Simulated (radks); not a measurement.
# V³⁺ in [Ar] 3d1.75 4f0.25: an all-electron calculation

An exercise on one series of results from a longer session: the logs are not shown, and one member is left open.

Method: scalar-relativistic Kohn-Sham, PBEsol, spin-polarised, spherical densities, finite nucleus; open shells are filled with parallel spins first. Code: radks (a radial shooting solver on a logarithmic mesh, Libxc functionals) version 1.

## Starting point

* element: vanadium (Z = 23)
* charge: +3
* electrons: 20
* configuration: [Ar] 3d1.75 4f0.25
* nuclear rms radius: 3.6002 fm

Set-up of the first run:

Settings of this run:

```text
Z 23
configuration [Ar] 3d1.75 4f0.25
relativity scalar-relativistic
functional pbe_sol,pbe_sol
spin polarised
nucleus finite rms 3.6002 fm
c 137.035999084
```

The run is started by

```bash
> python run_ks.py task.json out
```

All runs below come from this command, one after another.

One table of the session follows, with a row left open; its other results are not shown here.

It belongs to the step «Orbitals and density». From the orbitals of this run (lengths in bohr):

```
  level      <r>  outermost maximum (interpolated)  90 % within  nodes
1s down  0.06649                            0.0435        0.119      0
  1s up  0.06649                            0.0435        0.119      0
  2s up   0.3086                             0.256        0.479      1
2s down   0.3084                             0.256        0.479      1
  2p up   0.2744                             0.208        0.451      0
2p down   0.2741                             0.208        0.450      0
  3s up   0.9340                             0.815         1.39      2
3s down        ?                                 ?            ?      ?
  3p up   0.9871                             0.837         1.51      1
3p down   0.9891                             0.837         1.51      1
  3d up    1.145                             0.842         1.89      0
3d down    1.156                             0.846         1.91      0
  4f up    4.858                              4.42         7.08      0
```

**Question.** Estimate the row for 3s down.

As computed: <r>: 0.9350; outermost maximum (interpolated): 0.815; 90 % within: 1.39; nodes: 2. In the column «<r>» it lies between 3s up (0.9340) and 3p up (0.9871).
